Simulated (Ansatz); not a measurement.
**GeNH2 (quartet): relaxing a cheap start**

Where does this start of GeNH2 (quartet) end when it is relaxed?

The runs use Ansatz 0.2.0, Gaussian basis; UKS PBE0/def2-TZVP.

## (1) The starting structure

4 atoms, charge 0, spin multiplicity 4.

Atoms are counted from 1 here; the program's logs count them from 0.

Bond lengths: Ge1–N2 1.872 Å, Ge1–H3 1.638 Å, N2–H4 1.018 Å. Angles: N2–Ge1–H3 94.6°, Ge1–N2–H4 118.4°.

The start was built by rule and, where that kept it together, relaxed with GFN2-xTB. Sticks and bond lists go by distance. No spin-orbit coupling is included. 

## (2) Relaxation

File in.yaml:

```yaml
crystal:
  periodic: [false, false, false]
  atoms:
    - {symbol: Ge, position_ang: [-0.318316, -0.045966, -0.003993]}
    - {symbol: N, position_ang: [1.542388, 0.147684, -0.071256]}
    - {symbol: H, position_ang: [-0.587195, 1.464729, 0.569457]}
    - {symbol: H, position_ang: [2.093958, -0.204370, 0.708502]}
basis:
  gaussian: {orbitals: def2-TZVP}
magnetization: {spin_polarized: true, initial_magnetization: 3}
hamiltonian: {xc: pbe0}
relax: {f_tol: 0.004, max_steps: 80}
```

Run with:

```
> ansatz run in.yaml --threads 1 --pin off --events-out ev --progress --plain --max-ram 1740MiB
```

Q: Predict the outcome of this session. Wanted: energy gained; shift from the start; total energy; dipole moment; ⟨S²⟩.

As calculated:

```
                  quantity           value
                     steps              10
             energy gained        0.204 eV
shift from the start (rms)         0.245 Å
              total energy  -58028.0642 eV
             dipole moment          1.24 D
                      ⟨S²⟩           3.759
```

What this shows: The bonds of the start are those of the end. Ge1–H3 went from 1.638 to 1.558 Å. No vibrations were run, so this is a stationary point, not a proven minimum, and this spin need not be the ground state's.
